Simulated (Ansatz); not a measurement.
# Mg2CdSe3: the cost of one run

Program: Ansatz 0.2.0. Level of theory: DFT PBE, scalar-relativistic, plane waves, PAW, unless a step names another level. These are calculated values, not measurements.

1 further run of the same task is left out (it didn't finish). Runs told in other sessions of the task aren't counted.

## Step 1: The starting structure

Symmetry: P-3m1, No. 164, trigonal system. The conventional cell has a = 3.954 Å, b = 3.954 Å, c = 9.686 Å, α = 90.00°, β = 90.00°, γ = 120.00°. Mg (site symmetry 3m) is surrounded by 6 Se at 2.77 Å. Cd (site symmetry -3m) has 6 Se at 2.85 Å in its first shell of neighbours. Around Se (site symmetry -3m) lie 6 Mg at 2.77 Å. Se (site symmetry 3m) is surrounded by 3 Mg at 2.77 Å and 3 Cd at 2.85 Å.

As a file:

```
CELL_PARAMETERS angstrom
3.95354 0.00000 0.00000
-1.97677 3.42387 0.00000
0.00000 0.00000 9.68583
ATOMIC_POSITIONS crystal
Mg 0.33333 0.66667 0.66281
Mg 0.66667 0.33333 0.33719
Cd 0.00000 0.00000 0.00000
Se 0.00000 0.00000 0.50000
Se 0.33333 0.66667 0.17581
Se 0.66667 0.33333 0.82419
```

It is the end of an earlier relaxation with the same method, from a generated guess; it is a trial structure. At a tolerance of 0.02 Å it has space group P-3m1 (No. 164); it has 21.85 Å³/atom, an uncorrected energy of -0.98 eV/atom over the elements and, on its mesh, gap 0.88 eV.

## Step 2: Seeking the band edges over the whole zone

File input.yaml:

```yaml
crystal:
  lattice:
    - [3.9535401222, 2.89e-08, 0.0]
    - [-1.9767700861, 3.4238661663, 0.0]
    - [0.0, 0.0, 9.6858294]
  atoms:
    - { symbol: Mg, position: [0.3333333333, 0.6666666667, 0.662808] }
    - { symbol: Mg, position: [0.6666666667, 0.3333333333, 0.337192] }
    - { symbol: Cd, position: [0.0, 0.0, 0.0] }
    - { symbol: Se, position: [0.0, 0.0, 0.5] }
    - { symbol: Se, position: [0.3333333333, 0.6666666667, 0.175813] }
    - { symbol: Se, position: [0.6666666667, 0.3333333333, 0.824187] }
basis:
  ecutwfc: 420
kpoints:
  mp_grid: { grid: [12, 12, 4] }
  band_path: { path: [VBM, CBM], npoints: 2 }
hamiltonian:
  xc: pbe
scf:
  occupations: { method: gaussian, width: 0.02 }
output:
  forces: false
  stress: false
  eigenvalues: true
checkpoint:
  read: start.run
  write: ck
  compress: false
  write_wavefunctions: false
  write_every: 100000
```

Command:

```
ansatz run input.yaml --threads 4 --pin off --max-ram 8192MiB --backend cpu --events-out ev --progress --plain --runs-dir out
```

**Question.** How long does this run take on 4 threads of Intel Xeon 6975P-C (Granite Rapids), shared host, and how much memory does it need?

About 6.6 s, with a peak of 0.72 GiB.
